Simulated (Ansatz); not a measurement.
# ZnSF− (SMILES [F][Zn][S-]): molecular dynamics

The task is to watch the atoms for 60 steps of 0.75 fs, started with velocities for 500 K and run with a Langevin thermostat.

Program: Ansatz 0.2.0, Gaussian basis. Level of theory: PBE0-D4/6-31G. These are calculated values, not measurements.

## (1) The system as given

SMILES `[F][Zn][S-]`, 3 atoms, charge -1, spin multiplicity 1.

Atoms are counted from 1 here; the program's logs count them from 0.

Bond lengths: F1–Zn2 1.881 Å, Zn2–S3 2.132 Å. Angles: F1–Zn2–S3 178.9°.

Coordinates:

```xyz
3
FSZn
F    -1.5912    0.8534   -0.7745
Zn   -0.0720    0.0250   -0.0365
S     1.6631   -0.8784    0.8110
```

## (2) Dynamics

md/in.yaml reads:

```yaml
crystal:
  periodic: [false, false, false]
  atoms:
    - {symbol: F, position_ang: [-1.591180, 0.853400, -0.774520]}
    - {symbol: Zn, position_ang: [-0.071980, 0.025010, -0.036510]}
    - {symbol: S, position_ang: [1.663150, -0.878410, 0.811030]}
basis:
  gaussian: {orbitals: 6-31G}
total_charge: -1
hamiltonian: {xc: pbe0, dispersion: d4}
md: {n_steps: 60, timestep: 0.75, temperature: 500, ensemble: nvt_langevin, seed: 454, friction: 0.002, initial_velocities: maxwell_boltzmann}
```

On the command line:

```sh
> ansatz run in.yaml --threads 2 --pin off --events-out ev --progress --plain --max-ram 3481MiB
```

Q: Predict the outcome of this session. Wanted: temperature at the start; mean temperature, second half; lowest and highest potential energy, from the first frame; largest change of potential + kinetic.

The runs gave:

```
                                                 quantity              value
                                                   length  60 steps, 45.0 fs
                                 temperature at the start              333 K
                            mean temperature, second half              420 K
lowest and highest potential energy, from the first frame     -75 and 58 meV
                    largest change of potential + kinetic           49.9 meV
```

In words: The thermostat trades energy with the molecule, so the sum of potential and kinetic energy isn't conserved: it changes by +50 meV over the run. The mean temperature of the second half is still well below the 500 K set. With 3 atoms the instant temperature spans 157 to 640 K. The bonding pattern stays as it was. Under Langevin the temperature counts 3N degrees of freedom, more than the drawn velocities fill, so it starts at 333 K, not 500 K.
